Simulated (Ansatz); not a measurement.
# Ni (Ni (100), 4 layers): how the settings move a single-point run

Question: which choices in the input matter for Ni (Ni (100), 4 layers)?

Computed with Ansatz 0.2.0 (reference: DFT, PBE, PAW with Ansatz's default frozen-core files, scalar-relativistic, unless a step's input says otherwise).

### Step 1. The starting structure

The structure is tetragonal, space group P4/nmm (No. 129). The conventional cell has a = 2.489 Å, b = 2.489 Å, c = 21.281 Å, α = 90.00°, β = 90.00°, γ = 90.00°. Ni (site symmetry 4mm) has 8 Ni at 2.44 to 2.49 Å as nearest neighbours. Around Ni (site symmetry 4mm) lie 12 Ni at 2.44 to 2.51 Å.

As a file:

```cif
data_structure
_symmetry_space_group_name_H-M 'P4/nmm:1'
_symmetry_Int_Tables_number 129
_cell_length_a 2.4894
_cell_length_b 2.4894
_cell_length_c 21.2808
_cell_angle_alpha 90.000
_cell_angle_beta 90.000
_cell_angle_gamma 90.000
_cell_volume 131.88
loop_
_atom_site_label
_atom_site_type_symbol
_atom_site_symmetry_multiplicity
_atom_site_Wyckoff_symbol
_atom_site_fract_x
_atom_site_fract_y
_atom_site_fract_z
_atom_site_occupancy
Ni1 Ni 2 c 0.50000 0.00000 0.37834 1
Ni2 Ni 2 c 0.00000 0.50000 0.45800 1
```

### Step 2. The reference run

File input.yaml:

```yaml
crystal:
  lattice:
    - [2.4893873964, 0.0, 0.0]
    - [0.0, 2.4893873964, 0.0]
    - [0.0, 0.0, 21.2808]
  atoms:
    - { symbol: Ni, position: [0.25, 0.25, 0.3783360471], spin: 1.0 }
    - { symbol: Ni, position: [0.75, 0.75, 0.4580019182], spin: 1.0 }
    - { symbol: Ni, position: [0.25, 0.25, 0.5419981692], spin: 1.0 }
    - { symbol: Ni, position: [0.75, 0.75, 0.6216638649], spin: 1.0 }
  periodic: [true, true, false]
magnetization:
  spin_polarized: true
kpoints:
  mp_grid: { grid: [16, 16, 1] }
scf:
  occupations: { method: fermi_dirac, width: 0.1 }
hamiltonian:
  xc: pbe
  pseudopotentials: { kind: paw }
output:
  forces: true
  stress: true
  eigenvalues: true
  write_density: true
  write_potential: true
  elf: true
  volumetric_format: npy
```

Run with:

```bash
ansatz run input.yaml --threads 2 --pin off --max-ram 6144MiB --backend cpu --events-out ev --progress --plain --runs-dir out
```

### Step 3. Changing settings: occupations.method methfessel_paxton, ecutwfc 44.1 Ry

Edit input.yaml of step 2 so:

```diff
@@ -16,3 +16,3 @@
 scf:
-  occupations: { method: fermi_dirac, width: 0.1 }
+  occupations: { method: methfessel_paxton, width: 0.1 }
 hamiltonian:
@@ -24,5 +24,3 @@
   eigenvalues: true
-  write_density: true
-  write_potential: true
-  elf: true
-  volumetric_format: npy
+basis:
+  ecutwfc: "44.1 Ry"
```

What does the calculation give? Wanted: for each run, ending; energy change; abs. moment; force.

The runs gave:

| run | ending | energy change | abs. moment (μB) | force (eV/Å) | cycles | time |
| --- | --- | --- | --- | --- | --- | --- |
| reference | converged | 0 | 3.09 | 0.00 | 16 | 38 s |
| 1: occupations.method methfessel_paxton, ecutwfc 44.1 Ry | converged | -1.2 meV/atom (σ→0) | 3.11 | 0.01 | 23 | 63 s |

Times don't compare one to one where runs were asked for different outputs or read a saved state (see the inputs); cycles may leave out searches for a lower state.

Residual by cycle in the longest SCF loop of each run; runs are numbered as in the table. The quantity is the density residual dr2, in eV.

| cycle | reference | run 1 |
| --- | --- | --- |
| 1 | 3.94 | 3.87 |
| 3 | 0.193 | 0.214 |
| 5 | 0.0293 | 0.0139 |
| 7 | 5.6e-4 | 0.00108 |
| 9 | 6.7e-6 | 1.9e-5 |
| 11 | 2.0e-7 | 0.00237 |
| 13 | 3.0e-8 | 2.9e-4 |
| 15 | 1.5e-8 | 1.1e-5 |
| 17 | - | 5.4e-6 |
| 19 | - | 3.8e-8 |
| 21 | - | 1.5e-7 |
| 23 | - | 1.8e-8 |

What this shows: Changing the smearing and cutoff moves the energy by -1.2 meV/atom (σ→0 values). More than one kind of setting changed, and this run alone doesn't tell their shares apart.
